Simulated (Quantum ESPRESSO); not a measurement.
Si3C: zone-centre phonons under several settings

```
Si C
1.0
     4.91480    0.00000    0.00000
    -2.45740    4.25634    0.00000
     0.00000    0.00000    2.43311
Si C
3 1
Direct
  0.50000 0.00000 0.50000
  0.00000 0.50000 0.50000
  0.50000 0.50000 0.50000
  0.00000 0.00000 0.50000
```

The cell was built by a generator and needn't be a form met in nature.

All runs used Quantum ESPRESSO 7.5; k mesh 6 × 6 × 11; relaxed cell; no spin polarisation; cutoff 612 eV; occupations cold, width 0.2 eV.

```tsv
level	potentials	volume (Å³/atom)	lowest optical mode without the field (cm⁻¹)	highest optical mode without the field (cm⁻¹)
LDA	GBRV 1.5 LDA	12.16	299i	558
PBE	GBRV 1.5 PBE	12.68	304i	529
PBEsol	GBRV 1.5 PBEsol	?	?	?
RPBE	GBRV 1.5 PBE	12.77	309i	523
AM05	GBRV 1.5 PBE	12.31	280i	561
revPBE	GBRV 1.5 PBE	12.74	308i	525
vdW-DF-cx	GBRV 1.5 PBE	12.60	291i	537
```

Task: What stands in the row left open?

Result: Volume 12.38 Å³/atom; lowest optical mode without the field 290i cm⁻¹; highest optical mode without the field 552 cm⁻¹.

Values marked i are imaginary: the cell is unstable against those modes at that level, or the meshes are too thin.

Caveats: the mesh is thin for the phonons of a metal; some modes are imaginary; the potentials were made for another functional, which shifts forces and pressure (some runs).

For the row left open. Caveat: the mesh is thin for the phonons of a metal; some modes are imaginary.
